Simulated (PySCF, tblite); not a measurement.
# C15H12N radical: spin distribution

Wanted: spin distribution for C15H12N radical (`[CH]1C=CC=C2C=CN3\C=C/C=C\C=C/C3=C12`).

Computed with tblite 0.8.0 and PySCF 2.14.0 and routines of our own; the level stands in each step. Atoms count from 0.

## 1. The system as given

28 atoms, charge 0, multiplicity 2; geometry from: force field, distance geometry or constructed start.

## 2. Optimising the geometry with GFN2-xTB

Job settings and geometry (Å):

```
{"job": {"kind": "relax", "xc": "GFN2-xTB", "basis": "xTB"}, "charge": 0, "multiplicity": 2}
C      1.916800    -1.471600    -0.094900
C      3.273900    -1.504200     0.384100
C      3.848400    -0.377500     0.842700
C      3.120700     0.894500     0.836300
C      1.844500     0.996700     0.413900
C      1.164800     2.278700     0.388400
C     -0.103700     2.301600    -0.033600
N     -0.831800     1.175400    -0.439300
C     -2.185300     1.352000    -0.735200
C     -3.289300     0.692300    -0.337600
C     -3.329500    -0.434000     0.562500
C     -2.697000    -1.602100     0.385600
C     -1.876300    -1.915000    -0.749800
C     -0.786900    -1.236700    -1.158400
C     -0.152700    -0.081300    -0.506600
C      1.143900    -0.217100    -0.082000
H      1.445600    -2.405900    -0.366500
H      3.807000    -2.455200     0.390400
H      4.861100    -0.373000     1.219200
H      3.671700     1.756500     1.206400
H      1.672200     3.184100     0.714500
H     -0.662100     3.233600    -0.039700
H     -2.333400     2.258700    -1.322600
H     -4.262300     1.071000    -0.644700
H     -3.979800    -0.314100     1.427400
H     -2.853500    -2.404600     1.103900
H     -2.173500    -2.795800    -1.315100
H     -0.266000    -1.590800    -2.040800
```

On the command line:

```console
$ OMP_NUM_THREADS=1 python large_run.py task.json out
```

One launch serves the whole session: the jobs run in the order shown.

Log:

```text
step      E/eV     max force
  0   -1116.83854    3.139
  1   -1117.16871    1.233
  2   -1117.24517    0.674
  3   -1117.32352    0.574
  4   -1117.36688    0.464
  5   -1117.38885    0.290
  6   -1117.40281    0.252
  7   -1117.41293    0.270
  8   -1117.41837    0.185
  9   -1117.42285    0.126
 10   -1117.42788    0.170
 11   -1117.43303    0.178
 12   -1117.43741    0.143
 13   -1117.44116    0.128
 14   -1117.44480    0.129
 15   -1117.44840    0.125
 16   -1117.45175    0.106
 17   -1117.45481    0.116
 18   -1117.45775    0.115
 19   -1117.46064    0.123
 20   -1117.46321    0.117
 21   -1117.46525    0.074
 22   -1117.46689    0.080
 23   -1117.46837    0.090
 24   -1117.46987    0.091
 25   -1117.47150    0.088
 26   -1117.47311    0.081
 27   -1117.47446    0.077
 28   -1117.47550    0.062
 29   -1117.47647    0.069
 30   -1117.47761    0.079
 31   -1117.47899    0.096
 32   -1117.48055    0.099
 33   -1117.48218    0.087
 34   -1117.48381    0.072
 35   -1117.48538    0.088
 36   -1117.48688    0.098
 37   -1117.48834    0.070
 38   -1117.48977    0.075
 39   -1117.49110    0.077
 40   -1117.49226    0.071
 41   -1117.49331    0.067
 42   -1117.49440    0.081
 43   -1117.49565    0.076
 44   -1117.49704    0.097
 45   -1117.49842    0.082
 46   -1117.49961    0.053
 47   -1117.50051    0.055
 48   -1117.50117    0.056
 49   -1117.50174    0.057
 50   -1117.50234    0.050
 51   -1117.50303    0.050
 52   -1117.50376    0.045
 53   -1117.50440    0.044
 54   -1117.50491    0.041
 55   -1117.50536    0.036
 56   -1117.50580    0.039
 57   -1117.50620    0.037
 58   -1117.50659    0.035
 59   -1117.50699    0.043
 60   -1117.50745    0.042
 61   -1117.50794    0.044
 62   -1117.50841    0.041
 63   -1117.50886    0.046
 64   -1117.50933    0.044
 65   -1117.50977    0.036
 66   -1117.51011    0.032
 67   -1117.51036    0.031
 68   -1117.51058    0.035
 69   -1117.51087    0.038
 70   -1117.51124    0.044
 71   -1117.51162    0.037
 72   -1117.51196    0.035
 73   -1117.51231    0.040
 74   -1117.51271    0.037
 75   -1117.51313    0.045
 76   -1117.51346    0.051
 77   -1117.51370    0.041
 78   -1117.51391    0.029
 79   -1117.51412    0.028
 80   -1117.51429    0.024
 81   -1117.51440    0.021
 82   -1117.51449    0.016
```

Wall time 2.1 s (1 thread of Arm Neoverse N1, shared host); peak memory 0.18 GiB.

Step by step:

| step | energy from step 0 (eV) | largest force (eV/Å) |
| --- | --- | --- |
| 0 | 0.0000 | 3.1388 |
| 1 | -0.3302 | 1.2324 |
| 2 | -0.4066 | 0.6740 |
| 3 | -0.4850 | 0.5735 |
| 4 | -0.5283 | 0.4642 |
| 5 | -0.5503 | 0.2901 |
| 6 | -0.5643 | 0.2521 |
| 7 | -0.5744 | 0.2705 |
| 8 | -0.5798 | 0.1853 |
| 14 | -0.6063 | 0.1281 |
| 20 | -0.6247 | 0.1178 |
| 27 | -0.6359 | 0.0765 |
| 33 | -0.6436 | 0.0877 |
| 39 | -0.6526 | 0.0775 |
| 46 | -0.6611 | 0.0522 |
| 52 | -0.6652 | 0.0447 |
| 58 | -0.6680 | 0.0340 |
| 65 | -0.6712 | 0.0360 |
| 71 | -0.6731 | 0.0367 |
| 78 | -0.6754 | 0.0292 |
| 79 | -0.6756 | 0.0278 |
| 80 | -0.6758 | 0.0241 |
| 81 | -0.6759 | 0.0212 |
| 82 | -0.6760 | 0.0162 |

Distances of close pairs at the start and the end, largest changes first:

| bond | before (Å) | after (Å) | change (Å) |
| --- | --- | --- | --- |
| C2–C3 | 1.465 | 1.380 | -0.086 |
| C4–C15 | 1.487 | 1.420 | -0.067 |
| C0–C1 | 1.440 | 1.376 | -0.064 |
| C0–C15 | 1.474 | 1.411 | -0.062 |
| C14–C15 | 1.371 | 1.428 | +0.057 |
| N7–C14 | 1.430 | 1.378 | -0.052 |
| C1–C2 | 1.345 | 1.392 | +0.047 |
| C3–C4 | 1.348 | 1.393 | +0.045 |

The final coordinates are the input of the step that follows.

## 3. Vibrational analysis with GFN2-xTB

Job settings and geometry (Å):

```
{"job": {"kind": "ir", "xc": "GFN2-xTB", "basis": "xTB"}, "charge": 0, "multiplicity": 2}
C      1.918443    -1.390106     0.039390
C      3.250806    -1.435898     0.378294
C      3.949446    -0.274355     0.695821
C      3.286647     0.935502     0.693595
C      1.939142     1.005208     0.348667
C      1.219107     2.237172     0.339370
C     -0.090637     2.243056     0.030904
N     -0.803100     1.119339    -0.300337
C     -2.145808     1.379596    -0.605420
C     -3.281517     0.762753    -0.234461
C     -3.542090    -0.484985     0.420797
C     -2.948791    -1.671979     0.187902
C     -1.875291    -1.957123    -0.712501
C     -0.736134    -1.274933    -0.967869
C     -0.154428    -0.093275    -0.389177
C      1.222432    -0.163853    -0.018328
H      1.398086    -2.310989    -0.169999
H      3.758670    -2.389125     0.404005
H      4.996963    -0.322805     0.952104
H      3.805525     1.845144     0.959270
H      1.723345     3.156232     0.589676
H     -0.658215     3.162021     0.034865
H     -2.256769     2.346450    -1.083792
H     -4.181753     1.322756    -0.466081
H     -4.417667    -0.476523     1.058897
H     -3.390159    -2.548354     0.647494
H     -1.962722    -2.921604    -1.200824
H     -0.036069    -1.782911    -1.623736
```

Log:

```text
mode    cm-1     km/mol
  1      40.2      0.07
  2      59.7      1.60
  3     120.2      3.90
  4     154.7      1.45
  5     177.3      1.73
  6     224.9      7.37
  7     281.8      0.82
  8     310.5      0.62
  9     325.8      0.57
 10     364.4      0.79
 11     391.8      4.71
 12     417.5      0.33
 13     428.5      1.17
 14     451.9      0.37
 15     500.0      0.30
 16     521.9      1.20
 17     538.9      0.13
 18     570.6      1.00
 19     607.9      1.46
 20     642.6      1.92
 21     687.3     33.15
 22     700.2      2.56
 23     721.5      2.05
 24     740.9     15.71
 25     747.6      6.35
 26     769.4      1.95
 27     790.0     13.61
 28     810.9     25.84
 29     826.9      1.13
 30     858.1      0.10
 31     865.0      4.57
 32     877.9      3.37
 33     885.0      0.34
 34     897.2      2.67
 35     898.4      1.91
 36     905.9      2.38
 37     921.0      0.44
 38     936.3      1.04
 39     984.8      5.35
 40    1026.0      1.79
 41    1096.0      0.72
 42    1111.1      1.29
 43    1151.4     34.64
 44    1180.1      5.28
 45    1191.7      4.49
 46    1219.6      5.63
 47    1237.6      5.52
 48    1245.8      0.85
 49    1254.6     10.19
 50    1274.8     11.87
 51    1290.7      4.56
 52    1323.0      1.34
 53    1341.8     15.72
 54    1356.8     22.84
 55    1371.5      3.71
 56    1390.3      7.54
 57    1414.6     29.44
 58    1426.7     21.33
 59    1438.6      2.86
 60    1471.8     65.86
 61    1533.6     37.88
 62    1561.3     56.22
 63    1597.6      5.10
 64    1613.3     26.38
 65    1629.1     83.31
 66    1652.8    145.83
 67    3008.3     17.06
 68    3015.7      9.21
 69    3026.1     29.69
 70    3030.3     40.19
 71    3035.0     83.46
 72    3048.0    108.98
 73    3074.5      4.47
 74    3077.6     42.44
 75    3082.6      8.41
 76    3092.9     74.23
 77    3105.0     31.11
 78    3109.2     28.49
```

Wall time 3.9 s (1 thread of Arm Neoverse N1, shared host); peak memory 0.18 GiB.

Which atoms move in the most intense modes:

| cm⁻¹ | km/mol | atoms |
| --- | --- | --- |
| 1472 | 65.9 | C4 20 %, C0 10 % |
| 1561 | 56.2 | C1 17 %, C3 16 %, C4 13 %, C0 12 % |
| 1629 | 83.3 | C10 39 %, C11 38 % |
| 1653 | 145.8 | C9 43 %, C8 41 % |
| 3035 | 83.5 | H25 30 %, H24 23 %, H22 14 %, H26 13 % |
| 3048 | 109.0 | H24 47 %, H25 37 % |
| 3078 | 42.4 | H17 54 %, H19 34 % |
| 3093 | 74.2 | H18 67 %, H19 12 % |

## 4. Spin distribution: UKS B3LYP/6-31G*

Settings changed since step 3:

```diff
@@ -1,2 +1,2 @@
-{"job": {"kind": "ir", "xc": "GFN2-xTB", "basis": "xTB"}, "charge": 0, "multiplicity": 2}
+{"job": {"kind": "spin", "xc": "B3LYP", "basis": "6-31G*", "grid": 1}, "charge": 0, "multiplicity": 2}
 C      1.918443    -1.390106     0.039390
```

With the program's defaults for keys left out, this is: UKS B3LYP/6-31G* single point, non-relativistic, gas phase.

Log:

```text
start: PBE on a coarse grid of 23522 points
cycle   1  E = -632.6461397496  dE =  2.742e+00  |g| = 5.864e-01  |ddm| = 4.276e+00
cycle   2  E = -632.0311939501  dE =  6.149e-01  |g| = 1.185e+00  |ddm| = 2.211e+00
cycle   3  E = -632.7377363722  dE = -7.065e-01  |g| = 4.222e-01  |ddm| = 1.898e+00
cycle   4  E = -632.8446463929  dE = -1.069e-01  |g| = 7.308e-02  |ddm| = 6.199e-01
cycle   5  E = -632.8453510817  dE = -7.047e-04  |g| = 6.602e-02  |ddm| = 1.624e-01
cycle   6  E = -632.8477048841  dE = -2.354e-03  |g| = 1.870e-02  |ddm| = 9.506e-02
cycle   7  E = -632.8478704276  dE = -1.655e-04  |g| = 7.898e-03  |ddm| = 3.063e-02
final grid: 103177 points
cycle   8  E = -633.4705039689  dE = -5.019e-03  |g| = 2.819e-02  |ddm| = 2.179e-01
cycle   9  E = -633.4701509612  dE =  3.530e-04  |g| = 3.985e-02  |ddm| = 7.575e-02
cycle  10  E = -633.4709166572  dE = -7.657e-04  |g| = 9.448e-03  |ddm| = 5.120e-02
cycle  11  E = -633.4709685646  dE = -5.191e-05  |g| = 3.623e-03  |ddm| = 1.485e-02
cycle  12  E = -633.4709809673  dE = -1.240e-05  |g| = 2.003e-03  |ddm| = 7.616e-03
cycle  13  E = -633.4709860660  dE = -5.099e-06  |g| = 1.035e-03  |ddm| = 4.927e-03
cycle  14  E = -633.4709893366  dE = -3.271e-06  |g| = 7.957e-04  |ddm| = 3.594e-03
cycle  15  E = -633.4709886286  dE =  7.080e-07  |g| = 2.541e-04  |ddm| = 2.244e-03
cycle  16  E = -633.4709899417  dE = -1.313e-06  |g| = 1.529e-04  |ddm| = 8.564e-04
cycle  17  E = -633.4709901030  dE = -1.614e-07  |g| = 1.015e-04  |ddm| = 4.872e-04
cycle  18  E = -633.4709891748  dE =  9.282e-07  |g| = 5.979e-05  |ddm| = 3.430e-04
converged SCF energy = -633.4709891748
<S^2> = 0.7615

atom   charge     spin (Mulliken)
  0 C   -0.2036   0.1297
  1 C   -0.1237  -0.0502
  2 C   -0.1318   0.1283
  3 C   -0.1978  -0.0385
  4 C    0.1726   0.0935
  5 C   -0.2393   0.0605
  6 C    0.0419  -0.0086
  7 N   -0.4166   0.0775
  8 C   -0.0427   0.0089
  9 C   -0.1186   0.1014
 10 C   -0.1511   0.0679
 11 C   -0.1272   0.0334
 12 C   -0.1306   0.1788
 13 C   -0.2061  -0.0578
 14 C    0.2554   0.3976
 15 C    0.0457  -0.1016
 16 H    0.1340  -0.0062
 17 H    0.1258   0.0017
 18 H    0.1255  -0.0064
 19 H    0.1232   0.0011
 20 H    0.1359  -0.0032
 21 H    0.1589  -0.0000
 22 H    0.1374  -0.0003
 23 H    0.1307  -0.0049
 24 H    0.1223  -0.0038
 25 H    0.1224  -0.0013
 26 H    0.1216  -0.0098
 27 H    0.1357   0.0122

charge  mult   E - E0 / eV    <S^2>
   0     4       3.2659     3.772
   1     1       5.2121     0.000
  -1     1      -0.4310     0.000
```

Run time: 2.7 min. Hardware: 1 thread of Arm Neoverse N1, shared host; peak memory 0.54 GiB.

In short:

| quantity | value |
| --- | --- |
| ⟨S²⟩ | 0.762 |

Mulliken spin populations:

C0 0.13; C1 -0.05; C2 0.13; C3 -0.04; C4 0.09; C5 0.06; C6 -0.01; N7 0.08; C8 0.01; C9 0.10; C10 0.07; C11 0.03; C12 0.18; C13 -0.06; C14 0.40; C15 -0.10; H16 -0.01; H17 0.00; H18 -0.01; H19 0.00; H20 0.00; H21 0.00; H22 0.00; H23 0.00; H24 0.00; H25 0.00; H26 -0.01; H27 0.01

## 5. Results

```
                                 quantity                                     value
strongest single infrared mode (GFN2-xTB)                     1653 cm⁻¹, 146 km/mol
             zero-point energy (GFN2-xTB)                            137.3 kcal/mol
          ⟨S²⟩ (step 4, UKS B3LYP/6-31G*)                                     0.762
                   largest Mulliken spins  C14 +0.40, C12 +0.18, C0 +0.13, C2 +0.13
                 charge 0, multiplicity 4                  +3.27 eV from this state
                 charge 1, multiplicity 1                  +5.21 eV from this state
                charge -1, multiplicity 1                  -0.43 eV from this state
```

In words: No mode is imaginary among the 78: a minimum at this level. The strongest single mode, at 1653 cm⁻¹, moves mainly C9 and C8. Unscaled tight-binding wavenumbers are off by several per cent, some by more. Its intensities can rank the bands wrongly. The spin is spread widely: the largest Mulliken population, on C14, is +0.40.
